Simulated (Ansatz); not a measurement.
**C6H9B: taking an electron away**

How much energy removes an electron from C6H9B at fixed geometry? The cation is run at each level and the neutral's energy taken from earlier runs.

Method: unrestricted cation, the program's frozen cores in correlated methods; program: Ansatz 0.2.0, Gaussian basis.

Plan: UKS PBE-D4/def2-TZVPP; UKS r2SCAN-D4/def2-TZVPP; UKS PBE0-D4/def2-TZVPP; UKS B3LYP-D4/def2-TZVPP; UKS wB97X-V/def2-TZVPP; UKS wB97M-V/def2-TZVPP; UKS B2PLYP/def2-TZVPP; UHF-CCSD(T)/def2-TZVPP; then −ε(HOMO) from the neutral's earlier runs with LDA (SPW92), PBE-D4, revPBE-D4, BLYP-D4, r2SCAN-D4, B97M-V, PBE0-D4, B3LYP-D4, r2SCANh-D4, r2SCAN0-D4, HSE06-D4, BHLYP-D4, CAM-B3LYP-D4, LC-ωPBE, ωB97X-V, ωB97M-V.

## Step 1: The geometry

All runs share one geometry, relaxed beforehand with PBE0-D4 in a triple-zeta def2 set.

SMILES `C=CB(C=C)C=C`, 16 atoms, charge 0, spin multiplicity 1.

Atoms are counted from 1 here; the program's logs count them from 0.

Bond lengths: C1–C2 1.336 Å, C1–H8 1.086 Å, C1–H9 1.086 Å, C2–B3 1.555 Å, C2–H10 1.089 Å, B3–C4 1.555 Å, B3–C6 1.555 Å, C4–C5 1.336 Å, C4–H11 1.089 Å, C5–H12 1.086 Å, C5–H13 1.086 Å, C6–C7 1.336 Å, C6–H14 1.089 Å, C7–H15 1.086 Å, C7–H16 1.086 Å. Angles: C2–C1–H8 121.9°, C2–C1–H9 122.4°, H8–C1–H9 115.7°, C1–C2–B3 124.1°, C1–C2–H10 116.0°, B3–C2–H10 119.8°, C2–B3–C4 120.0°, C2–B3–C6 120.0°, C4–B3–C6 120.0°, B3–C4–C5 124.1°, B3–C4–H11 119.8°, C5–C4–H11 116.0°, C4–C5–H12 122.4°, C4–C5–H13 121.9°, H12–C5–H13 115.7°, B3–C6–C7 124.1°, B3–C6–H14 119.8°, C7–C6–H14 116.0° and more.

As a file:

```mol
C6H9B
  3D, bonds by distance, orders not assigned

 16 15  0  0  0  0  0  0  0  0999 V2000
    1.1780   -1.4277    1.7624 C   0  0
    1.2442   -0.5400    0.7664 C   0  0
    0.0149   -0.0537   -0.0527 B   0  0
    0.1757    1.0953   -1.0883 C   0  0
    1.2931    1.8095   -1.2483 C   0  0
   -1.3756   -0.7156    0.1645 C   0  0
   -2.5086   -0.2794   -0.3926 C   0  0
    0.2392   -1.8822    2.0639 H   0  0
    2.0542   -1.7360    2.3260 H   0  0
    2.2337   -0.1416    0.5460 H   0  0
   -0.6615    1.3672   -1.7299 H   0  0
    1.3687    2.6175   -1.9706 H   0  0
    2.1835    1.6214   -0.6561 H   0  0
   -1.4666   -1.5832    0.8167 H   0  0
   -2.5276    0.5804   -1.0552 H   0  0
   -3.4681   -0.7544   -0.2080 H   0  0
  1  2  8  0
  2  3  8  0
  3  4  8  0
  4  5  8  0
  3  6  8  0
  6  7  8  0
  1  8  8  0
  1  9  8  0
  2 10  8  0
  4 11  8  0
  5 12  8  0
  5 13  8  0
  6 14  8  0
  7 15  8  0
  7 16  8  0
M  END
```

## Step 2: Cation, UKS PBE-D4/def2-TZVPP

Input file in.yaml:

```yaml
crystal:
  periodic: [false, false, false]
  atoms:
    - {symbol: C, position_ang: [1.178016, -1.427706, 1.762368]}
    - {symbol: C, position_ang: [1.244169, -0.540047, 0.766439]}
    - {symbol: B, position_ang: [0.014850, -0.053738, -0.052684]}
    - {symbol: C, position_ang: [0.175739, 1.095305, -1.088299]}
    - {symbol: C, position_ang: [1.293136, 1.809462, -1.248278]}
    - {symbol: C, position_ang: [-1.375637, -0.715551, 0.164533]}
    - {symbol: C, position_ang: [-2.508585, -0.279417, -0.392599]}
    - {symbol: H, position_ang: [0.239247, -1.882217, 2.063890]}
    - {symbol: H, position_ang: [2.054166, -1.736047, 2.325989]}
    - {symbol: H, position_ang: [2.233741, -0.141630, 0.546003]}
    - {symbol: H, position_ang: [-0.661537, 1.367215, -1.729868]}
    - {symbol: H, position_ang: [1.368738, 2.617455, -1.970642]}
    - {symbol: H, position_ang: [2.183476, 1.621352, -0.656114]}
    - {symbol: H, position_ang: [-1.466613, -1.583247, 0.816749]}
    - {symbol: H, position_ang: [-2.527587, 0.580419, -1.055241]}
    - {symbol: H, position_ang: [-3.468117, -0.754410, -0.208046]}
basis:
  gaussian: {orbitals: def2-TZVPP}
total_charge: 1
magnetization: {spin_polarized: true, initial_magnetization: 1}
hamiltonian: {xc: pbe, dispersion: d4}
```

On the command line:

```sh
ansatz run in.yaml --threads 2 --pin off --events-out ev --progress --plain --max-ram 32768MiB --backend cuda --devices 0, --max-vram 18GiB
```

The runs that follow: Cation, UKS r2SCAN-D4/def2-TZVPP; Cation, UKS PBE0-D4/def2-TZVPP; Cation, UKS B3LYP-D4/def2-TZVPP; Cation, UKS wB97X-V/def2-TZVPP; Cation, UKS wB97M-V/def2-TZVPP; Cation, UKS B2PLYP (frozen core)/def2-TZVPP; Cation, UHF-CCSD(T)/def2-TZVPP.

Q: Predict the results of all the runs planned. Wanted: ionisation energy, CCSD(T)/def2-TZVPP; nearest functional by difference; nearest −ε(HOMO); −ε(HOMO) of PBE; T1 of the cation.

The runs gave:

| quantity | value |
| --- | --- |
| ionisation energy, CCSD(T)/def2-TZVPP | 10.02 eV |
| nearest functional by difference | ωB97X-V (-0.20 eV) |
| nearest −ε(HOMO) | ωB97X-V (-0.02 eV) |
| −ε(HOMO) of PBE | 6.67 eV |
| T1 of the cation | 0.039 |

In words: By cation minus neutral, the functionals miss by 0.71 eV at most. −ε(HOMO) of PBE misses by 3.3 eV, since self-interaction lifts the level. Among orbital estimates ωB97X-V comes nearest. Hartree-Fock falls 1.55 eV short, as the neutral has more correlation energy than the cation. The cation's T1 (from the report) is 0.039, near the customary mark of 0.045 for open shells, so the coupled-cluster value is less safe. The cation may have settled in a state other than its lowest; no search over hole states beyond the program's own was made.
